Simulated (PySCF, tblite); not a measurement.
**C3H7BGe: geometry, infrared bands, NMR shifts and spin-spin couplings**

Aim: predict the infrared bands, NMR shifts and spin-spin couplings of C3H7BGe (`B[CH2][GeH2][C]#C`).

Programs: tblite 0.8.0 and PySCF 2.14.0, with density-fitted response routines of our own. Each step states its level of theory. These are calculated values for one molecule in the gas phase, unless marked as measured. Atoms are numbered from 0 throughout.

### Step 1. The molecule as given

12 atoms, charge 0, multiplicity 1; geometry from: force field or distance geometry start.

Bonds of the start (Å): B0–C1 1.57, C1–Ge2 1.95, Ge2–C3 1.88, C3–C4 1.21, B0–H5 1.19, B0–H6 1.18, C1–H7 1.12, C1–H8 1.10, Ge2–H9 1.55, Ge2–H10 1.56, C4–H11 1.05.

### Step 2. Geometry optimisation with GFN2-xTB

What the job is given:

```
{"job": {"kind": "relax", "xc": "GFN2-xTB", "basis": "xTB"}, "charge": 0, "multiplicity": 1}
B     -2.323800     0.311600    -0.128900
C     -0.839700     0.638400     0.275700
Ge     0.364700    -0.686400    -0.506100
C      2.139200    -0.288800    -0.016800
C      3.274300    -0.051300     0.318700
H     -2.967200     1.107800    -0.737600
H     -2.824900    -0.711200     0.175400
H     -0.734200     0.602100     1.394400
H     -0.551000     1.642300    -0.073700
H     -0.031700    -2.098600    -0.000800
H      0.226800    -0.630500    -2.055100
H      4.268800     0.164000     0.593600
```

Started as:

```sh
$ OMP_NUM_THREADS=1 python probes_run.py task.json out
```

This one command runs all jobs of the session in turn.

**Question.** This job is followed by: GFN2-xTB harmonic vibrations, gas phase; GIAO PBE0/pcSseg-1 NMR shielding, non-relativistic, gas phase; B3LYP/pcJ-1 Ge:pcSseg-1 indirect spin-spin coupling, non-relativistic, gas phase. Predict these results of the whole session: strongest single infrared mode (GFN2-xTB); zero-point energy (GFN2-xTB); ¹³C shifts against TMS (PBE0/pcSseg-1); ¹H shifts against TMS (PBE0/pcSseg-1, means over atoms taken as alike); ¹¹B shifts against BF3·OEt2 (PBE0/pcSseg-1); ⁷³Ge shifts against GeMe4 (PBE0/pcSseg-1); largest coupling of the table (B3LYP/pcSseg-1+pcJ-1).

**Answer**, as computed:

| quantity | value |
| --- | --- |
| strongest single infrared mode (GFN2-xTB) | 2004 cm⁻¹, 511 km/mol |
| zero-point energy (GFN2-xTB) | 49.8 kcal/mol |
| ¹³C shifts against TMS (PBE0/pcSseg-1) | 104.4, 86.2, 28.8 ppm |
| ¹H shifts against TMS (PBE0/pcSseg-1, means over atoms taken as alike) | 7.67, 4.30, 2.42, 1.86 ppm |
| ¹¹B shifts against BF3·OEt2 (PBE0/pcSseg-1) | 83.4 ppm |
| ⁷³Ge shifts against GeMe4 (PBE0/pcSseg-1) | -212 ppm |
| largest coupling of the table (B3LYP/pcSseg-1+pcJ-1) | ¹J(C,H) C4–H11, 255.0 Hz |

Relaxing lowered the energy by 0.152 eV in 57 steps; the close pair that moved most is Ge2–H10, from 1.556 to 1.504 Å. No mode is imaginary among the 30: a minimum at this level. The strongest single mode, at 2004 cm⁻¹, moves mainly H9 and H10. Unscaled tight-binding wavenumbers are off by several per cent, some by more. Its intensities can rank the bands wrongly. At PBE0/pcSseg-1: Shielding is most anisotropic at C3 (span 290 ppm, paramagnetic term -167 ppm). Of the pairs tabulated at B3LYP/pcSseg-1+pcJ-1, C4–H11 couples most strongly (255.0 Hz; Fermi contact 255.9 Hz). Couplings across rotatable bonds belong to this one conformer; where others are populated, the observed values are averages, and the simulated multiplets take (2 J gauche + J anti)/3 across rotating chain bonds. Spin-orbit coupling is left out, which matters for shieldings and couplings at and beside the heavy atoms.
